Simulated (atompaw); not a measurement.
# Europium: generating and testing a PAW (atompaw) potential

Aim: build the potential from the settings below, then test how well it stands in for the atom: scattering, ghost states and the plane-wave cutoff that it needs.

Method: atompaw 4.2.0.5, PBEsol, scalar-relativistic.

### 1 The design

The settings as typed:

* element: europium (Eu, Z = 63)
* type: PAW
* frozen core: [Kr] 4d10 5s2
* valence charge: 15
* reference configuration: 4f7 5p6 5d0 6s2 6p0
* partial waves: 6s (bound): rc 3.00 bohr; 6s channel at 3.2 Ry: rc 3.00 bohr; 5p (bound): rc 2.25 bohr; 6p (bound, empty): rc 2.45 bohr; 5d (bound, empty): rc 3.00 bohr; 5d channel at 3.2 Ry: rc 3.00 bohr; 4f (bound): rc 0.85 bohr; 4f channel at 1.75 Ry: rc 0.85 bohr
* local potential: troulliermartins scheme with l = 4 at 1 Ry, radius 2.45 bohr
* core correction: smooth core density matched at 2.00 bohr
* augmentation charge: besselshape compensation charge, radius 2.70 bohr; PAW radius 3.00 bohr; waves and projectors: custom rrkj gramschmidtortho

### 2 Generating the potential

Contents of Eu.input:

```
Eu 63
GGA-PBESOL scalarrelativistic loggrid 2001 logderivrange -4 5 226
6 6 5 4 0 0
6 1 0
5 2 0
4 3 7
0 0 0
c
c
c
c
c
v
c
c
c
v
v
c
c
v
v
3
3.00 2.70 2.45 2.00
y
3.2
n
n
y
3.2
n
y
1.75
n
custom rrkj gramschmidtortho besselshape
4 1 troulliermartins
3.00
3.00
2.25
2.45
3.00
3.00
0.85
0.85
PWSCFOUT
UPFDX 0.0125d0 UPFXMIN -7.d0 UPFZMESH 63.d0
END
```

Launch:

```sh
$ atompaw < Eu.input > Eu.log
```

What does the calculation give? Wanted: cutoffs for 10 and 1 mRy, occupied levels; bound ghosts; largest phase difference near zero energy, channels read; lowest eigenvalue of the overlap; share of valence orbitals outside the PAW sphere; UPF file.

The runs gave:

| quantity | value |
| --- | --- |
| cutoffs for 10 and 1 mRy, occupied levels | 260 Ry and over 300 Ry |
| bound ghosts | s at -40.52 eV |
| largest phase difference near zero energy, channels read | 0.003 rad |
| lowest eigenvalue of the overlap (Bessel basis) | 0.089 (p) |
| share of valence orbitals outside the PAW sphere | 6s 80 %, 5p 3 %, 6p 95 %, 5d 49 %, 4f 1 % |
| UPF file | written |

In words: It has a bound ghost (s), a state that the atom doesn't have, and that rules the file out. The potential is very hard: the looser tolerance needs 260 Ry. The tighter tolerance needs over 300 Ry, and converged work needs a cutoff nearer that. The slowest occupied level is 4f: taken alone it needs 300 Ry to come within 1 mRy, against 15 Ry for 5p. Near zero energy the phases of the channels with partial waves agree within 0.003 rad. These are tests on the free atom; a crystal test is still owed.
